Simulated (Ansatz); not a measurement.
# BrH₂NSi (SMILES N=[SiH]Br): one structure at several levels

Aim: energy, forces and dipole at a structure displaced at random from a GFN2-xTB minimum, from CCSD(T) and from density functionals.

The runs use Ansatz 0.2.0, Gaussian basis; single points in def2-TZVPP.

Cores are frozen in the correlated methods. Filled d shells of the heavier atoms are correlated.

**1. Starting geometry**

SMILES `N=[SiH]Br`, 5 atoms, charge 0, spin multiplicity 1.

Atoms are counted from 1 here; the program's logs count them from 0.

Bond lengths: N1–Si2 1.527 Å, N1–H4 0.977 Å, Si2–Br3 2.299 Å, Si2–H5 1.629 Å. Angles: Si2–N1–H4 121.1°, N1–Si2–Br3 111.5°, N1–Si2–H5 147.9°, Br3–Si2–H5 96.9°.

As a file:

```
N    -0.6945   -1.0141    0.1099
Si    0.2489    0.1714   -0.0808
Br   -0.8739    2.0244   -0.8482
H    -0.3506   -1.9055    0.3130
H     1.6064    0.9443    0.3823
```

**2. CCSD(T)/def2-TZVPP**

Input file run/in.yaml:

```yaml
crystal:
  periodic: [false, false, false]
  atoms:
    - {symbol: N, position_ang: [-0.694500, -1.014100, 0.109900]}
    - {symbol: Si, position_ang: [0.248900, 0.171400, -0.080800]}
    - {symbol: Br, position_ang: [-0.873900, 2.024400, -0.848200]}
    - {symbol: H, position_ang: [-0.350600, -1.905500, 0.313000]}
    - {symbol: H, position_ang: [1.606400, 0.944300, 0.382300]}
basis:
  gaussian: {orbitals: def2-TZVPP}
correlation: {method: ccsd_t}
output: {forces: true}
```

No record of the launch command was kept for these runs.

**3. PBE0-D4/def2-TZVPP**

Edit run/in.yaml of step 2 so:

```diff
@@ -10,3 +10,3 @@
   gaussian: {orbitals: def2-TZVPP}
-correlation: {method: ccsd_t}
-output: {forces: true}
+hamiltonian: {xc: pbe0, dispersion: d4}
+output: {forces: true, orbitals: {seedname: orbitals}}
```

**4. wB97M-V/def2-TZVPP**

Edit run/in.yaml of step 3 so:

```diff
@@ -10,3 +10,3 @@
   gaussian: {orbitals: def2-TZVPP}
-hamiltonian: {xc: pbe0, dispersion: d4}
-output: {forces: true, orbitals: {seedname: orbitals}}
+hamiltonian: {xc: {name: wB97M-V}}
+output: {forces: true}
```

**5. r2SCAN-D4/def2-TZVPP**

Edit run/in.yaml of step 4 so:

```diff
@@ -10,3 +10,3 @@
   gaussian: {orbitals: def2-TZVPP}
-hamiltonian: {xc: {name: wB97M-V}}
+hamiltonian: {xc: r2scan, dispersion: d4}
 output: {forces: true}
```

**6. PBE-D4/def2-TZVPP**

Edit run/in.yaml of step 5 so:

```diff
@@ -10,3 +10,3 @@
   gaussian: {orbitals: def2-TZVPP}
-hamiltonian: {xc: r2scan, dispersion: d4}
+hamiltonian: {xc: pbe, dispersion: d4}
 output: {forces: true}
```

**7. BHLYP-D4/def2-TZVPP**

Edit run/in.yaml of step 6 so:

```diff
@@ -10,3 +10,3 @@
   gaussian: {orbitals: def2-TZVPP}
-hamiltonian: {xc: pbe, dispersion: d4}
+hamiltonian: {xc: {name: BHLYP}, dispersion: d4}
 output: {forces: true}
```

**8. BLYP-D4/def2-TZVPP**

Edit run/in.yaml of step 7 so:

```diff
@@ -10,3 +10,3 @@
   gaussian: {orbitals: def2-TZVPP}
-hamiltonian: {xc: {name: BHLYP}, dispersion: d4}
+hamiltonian: {xc: {name: BLYP}, dispersion: d4}
 output: {forces: true}
```

(Steps that only read results are left out.)

Before running it: what results should come out? Wanted: energy less free atoms, CCSD(T)/def2-TZVPP; RMS force component; RMS force error; HOMO and LUMO, PBE0-D4; T1 diagnostic.

**Answer**, as computed:

| quantity | value |
| --- | --- |
| energy less free atoms, CCSD(T)/def2-TZVPP | -325.3 kcal/mol |
| RMS force component | 1.677 to 1.972 eV/Å over the methods |
| RMS force error | PBE0-D4 0.247, wB97M-V 0.270, r2SCAN-D4 0.173, PBE-D4 0.198, BHLYP-D4 0.449, BLYP-D4 0.223 eV/Å |
| HOMO and LUMO, PBE0-D4 | -8.13 and -2.28 eV |
| T1 diagnostic | 0.014 |

**Reading.** Against CCSD(T) the functionals' energies less atoms differ by -26.2 to +2.0 kcal/mol, PBE-D4 by -26.2 kcal/mol. CCSD(T) in triple zeta still lacks some correlation energy of the bonds, so part of these gaps is its own basis error and they don't rank the functionals. For forces r2SCAN-D4 does best and BHLYP-D4 worst. Frozen-core CCSD(T) forces in triple zeta carry basis errors of their own, and this is one geometry, so small gaps rank nothing.
